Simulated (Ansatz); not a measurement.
# CH3GeNS: one species, many methods

The task here is to estimate one member of a computed series from the others.

Method: functionals in def2-TZVPP, the program's frozen cores in correlated methods; program: Ansatz 0.2.0, Gaussian basis.

Levels to be run: LDA (SPW92), PBE-D4, revPBE-D4, BLYP-D4, r2SCAN-D4, B97M-V, PBE0-D4, B3LYP-D4, r2SCANh-D4, r2SCAN0-D4, HSE06-D4, BHLYP-D4, CAM-B3LYP-D4, LC-ωPBE, ωB97X-V, ωB97M-V, B2PLYP, PBE-QIDH; CCSD(T)/def2-SVP; CCSD(T)/def2-TZVPP; MP2/def2-QZVPP; extrapolation to the limit; RPA on PBE.

### Structure used throughout

The geometry comes from an earlier relaxation with PBE0-D4 in a triple-zeta def2 set; it is a stationary point, not always the lowest conformer.

SMILES `N#C[S][GeH3]`, 7 atoms, charge 0, spin multiplicity 1.

Atoms are counted from 1 here; the program's logs count them from 0.

Bond lengths: N1–C2 1.156 Å, C2–S3 1.680 Å, S3–Ge4 2.261 Å, Ge4–H5 1.529 Å, Ge4–H6 1.529 Å, Ge4–H7 1.531 Å. Angles: N1–C2–S3 179.0°, C2–S3–Ge4 96.2°, S3–Ge4–H5 107.8°, S3–Ge4–H6 107.8°, S3–Ge4–H7 102.9°, H5–Ge4–H6 112.5°, H5–Ge4–H7 112.5°, H6–Ge4–H7 112.5°.

Set-up of the first run:

File in.yaml:

```yaml
crystal:
  periodic: [false, false, false]
  atoms:
    - {symbol: N, position_ang: [2.285835, -0.710878, 1.439442]}
    - {symbol: C, position_ang: [1.481547, -0.996849, 0.659884]}
    - {symbol: S, position_ang: [0.325626, -1.438808, -0.476620]}
    - {symbol: Ge, position_ang: [-0.832399, 0.501813, -0.413253]}
    - {symbol: H, position_ang: [0.115218, 1.625530, -0.835511]}
    - {symbol: H, position_ang: [-1.361381, 0.685149, 1.010032]}
    - {symbol: H, position_ang: [-1.953246, 0.265945, -1.429774]}
basis:
  gaussian: {orbitals: def2-TZVPP}
hamiltonian: {xc: lda}
output: {orbitals: {seedname: orbitals}}
```

The run is started by

```sh
$ ansatz run in.yaml --threads 2 --pin off --events-out ev --progress --plain --max-ram 4352MiB
```

Steps of the session up to this table: LDA; PBE-D4 (GGA); revPBE-D4 (GGA); BLYP-D4 (GGA); r2SCAN-D4 (meta-GGA); B97M-V (meta-GGA); PBE0-D4 (hybrid); B3LYP-D4 (hybrid); r2SCANh-D4 (hybrid); r2SCAN0-D4 (hybrid); HSE06-D4 (hybrid); BHLYP-D4 (hybrid); CAM-B3LYP-D4 (range-separated); LC-ωPBE (range-separated); ωB97X-V (range-separated); ωB97M-V (range-separated); B2PLYP (double hybrid); PBE-QIDH (double hybrid).

One table of the session follows, with a row left open; its other results are not shown here.

It belongs to the step «Orbital energies across the functionals». 

```
  functional  HOMO (eV)  gap (eV)
 LDA (SPW92)      -6.83      4.52
      PBE-D4      -6.69      4.64
   revPBE-D4      -6.63      4.69
     BLYP-D4      -6.52      4.58
   r2SCAN-D4      -6.95      5.15
      B97M-V      -7.02      5.24
     PBE0-D4      -7.88      6.75
    B3LYP-D4      -7.64      6.26
  r2SCANh-D4      -7.39      5.91
  r2SCAN0-D4      -8.06      7.07
    HSE06-D4          ?         ?
    BHLYP-D4      -8.94      8.77
CAM-B3LYP-D4      -9.16      9.06
     LC-ωPBE     -10.52     11.60
     ωB97X-V     -10.16     11.14
     ωB97M-V     -10.00     10.79
```

Q: Estimate the row for HSE06-D4 from the others.

As computed: HOMO (eV): -7.49; gap (eV): 5.98. In the column «HOMO (eV)» it lies between B3LYP-D4 (-7.64) and r2SCANh-D4 (-7.39).
